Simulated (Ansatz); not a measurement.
**TaRu: further runs on the relaxed cell**

An exercise on one series of results from a longer session: the logs are not shown, and one member is left open.

Program: Ansatz 0.2.0. Level of theory: DFT r2SCAN, scalar-relativistic, plane waves, PAW. These are calculated values, not measurements.

1 further run of the same task is left out (set aside as unsound or not needed).

### The structure to begin with

Symmetry: P4/mmm, No. 123, tetragonal system. Conventional cell: a = 3.043 Å, b = 3.043 Å, c = 3.394 Å, α = 90.00°, β = 90.00°, γ = 90.00°. Ta (site symmetry 4/mmm) is surrounded by 8 Ru at 2.74 Å and 4 Ta at 3.04 Å. Around Ru (site symmetry 4/mmm) lie 8 Ta at 2.74 Å and 4 Ru at 3.04 Å.

Structure file:

```cif
data_structure
_symmetry_space_group_name_H-M 'P 1'
_symmetry_Int_Tables_number 1
_cell_length_a 3.0434
_cell_length_b 3.0434
_cell_length_c 3.3936
_cell_angle_alpha 90.000
_cell_angle_beta 90.000
_cell_angle_gamma 90.000
_cell_volume 31.43
loop_
_atom_site_label
_atom_site_type_symbol
_atom_site_fract_x
_atom_site_fract_y
_atom_site_fract_z
_atom_site_occupancy
Ta1 Ta 0.50000 0.50000 0.50000 1
Ru1 Ru 0.00000 0.00000 0.00000 1
```

It is the result of an earlier relaxation at this level (volume 15.72 Å³/atom; gap on the mesh: none (metal)).

The first run:

Contents of input.yaml:

```yaml
crystal:
  lattice:
    - [3.043395501, 0.0, 0.0]
    - [0.0, 3.043395501, 0.0]
    - [0.0, 0.0, 3.3936028312]
  atoms:
    - { symbol: Ta, position: [0.5, 0.5, 0.5] }
    - { symbol: Ru, position: [0.0, 0.0, 0.0] }
basis:
  ecutwfc: 500
kpoints:
  mp_grid: { grid: [14, 14, 12] }
  band_path:
    path:
      - [[0.0, 0.0, 0.0], [0.0, 0.5, 0.0], [0.5, 0.5, 0.0], [0.0, 0.0, 0.0], [0.0, 0.0, 0.5], [0.0, 0.5, 0.5], [0.5, 0.5, 0.5], [0.0, 0.0, 0.5]]
      - [[0.0, 0.5, 0.0], [0.0, 0.5, 0.5]]
      - [[0.5, 0.5, 0.0], [0.5, 0.5, 0.5]]
    npoints: 14
hamiltonian:
  xc: r2scan
scf:
  occupations: { method: gaussian, width: 0.1 }
  n_extra_bands: 6
output:
  forces: true
  stress: true
  eigenvalues: true
  populations: true
  dos: { projected: true, de: 0.02, nscf_kmesh: { grid: [21, 21, 18] } }
  bader: true
  write_density: true
  write_potential: true
  elf: true
  volumetric_format: npy
```

On the command line:

```sh
> ansatz run input.yaml --threads 1 --pin off --max-ram 2560MiB --backend cpu --events-out ev --progress --plain --runs-dir out
```

Steps of the session up to this table: Bands, states and charges; Volume × 0.97; Point at V/V0 = 1.03; Volume × 0.94; The cell scaled to 1.06 of its volume.

One table of the session follows, with a row left open; its other results are not shown here.

It belongs to the step «Equation of state». 

```
volume (Å³/atom)  energy above the lowest point (meV/atom)  pressure (GPa)
          14.773                                      52.9           19.08
          15.245                                      12.4            8.78
          15.716                                       0.0            0.00
          16.188                                         ?               ?
          16.659                                      43.3          -13.86
```

Estimate the missing values for volume (Å³/atom) = 16.188.

Worked estimate for «energy above the lowest point (meV/atom)». A straight line through the neighbours (15.716, 0.0) and (16.659, 43.3) gives 0.0 + (43.3 − 0.0) × (16.188 − 15.716) / (16.659 − 15.716) = 21.7; a parabola fitted to 3 rows on both sides gives 10.3.

**Answer.** energy above the lowest point (meV/atom): 11.5; pressure (GPa): -7.48. In «energy above the lowest point (meV/atom)» the line misses by +10.2 and the parabola by -1.2.
